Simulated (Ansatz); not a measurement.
# LiAgAs: the cost of one run

Method: DFT PBE, scalar-relativistic, plane waves, PAW, in Ansatz 0.2.0.

## (1) Starting point

The structure is tetragonal, space group P4/nmm (No. 129). The conventional cell has a = 3.797 Å, b = 3.797 Å, c = 6.683 Å, α = 90.00°, β = 90.00°, γ = 90.00°. Li (site symmetry 4mm) has 4 As at 2.34 Å as nearest neighbours. Around Ag (site symmetry 4mm) lie 5 Li at 2.86 to 2.96 Å and 4 As at 3.02 Å. As (site symmetry -4m2) is surrounded by 4 Li at 2.34 Å and 4 As at 2.69 Å and 4 Ag at 3.02 Å.

Structure file:

```
CELL_PARAMETERS angstrom
3.79749 0.00000 0.00000
0.00000 3.79749 0.00000
0.00000 0.00000 6.68311
ATOMIC_POSITIONS crystal
Li 0.50000 0.00000 0.20550
Li 0.00000 0.50000 0.79450
Ag 0.50000 0.00000 0.64850
Ag 0.00000 0.50000 0.35150
As 0.00000 0.00000 0.00000
As 0.50000 0.50000 0.00000
```

This is candidate A: matlockite type (P4/nmm, No. 129).

(A quick probe on a coarse mesh, which set the mesh and smearing, is not shown.)

## (3) A loose first relaxation (candidate A)

input.yaml reads:

```yaml
crystal:
  lattice:
    - [3.7974921321, 0.0, 0.0]
    - [0.0, 3.7974921321, 0.0]
    - [0.0, 0.0, 6.6831126451]
  atoms:
    - { symbol: Li, position: [0.5, 0.0, 0.2055] }
    - { symbol: Li, position: [0.0, 0.5, 0.7945] }
    - { symbol: Ag, position: [0.5, 0.0, 0.6485] }
    - { symbol: Ag, position: [0.0, 0.5, 0.3515] }
    - { symbol: As, position: [0.0, 0.0, 0.0] }
    - { symbol: As, position: [0.5, 0.5, 0.0] }
basis:
  ecutwfc: 420
kpoints:
  mp_grid: { grid: [4, 4, 4] }
hamiltonian:
  xc: pbe
scf:
  occupations: { method: gaussian, width: 0.1 }
  lower_state_search: "off"
output:
  forces: true
  stress: true
  eigenvalues: true
relax:
  adjacent_minimum: "off"
  f_tol: 0.04
  max_steps: 70
  cell: { stress_tol: 0.4 }
```

On the command line:

```bash
$ ansatz run input.yaml --threads 1 --pin off --max-ram 2560MiB --backend cpu --events-out ev --progress --plain --runs-dir out
```

What time and memory should one allow on 1 thread of Intel Xeon at 2.70GHz, shared host?

About 92 s, with a peak of 0.45 GiB.
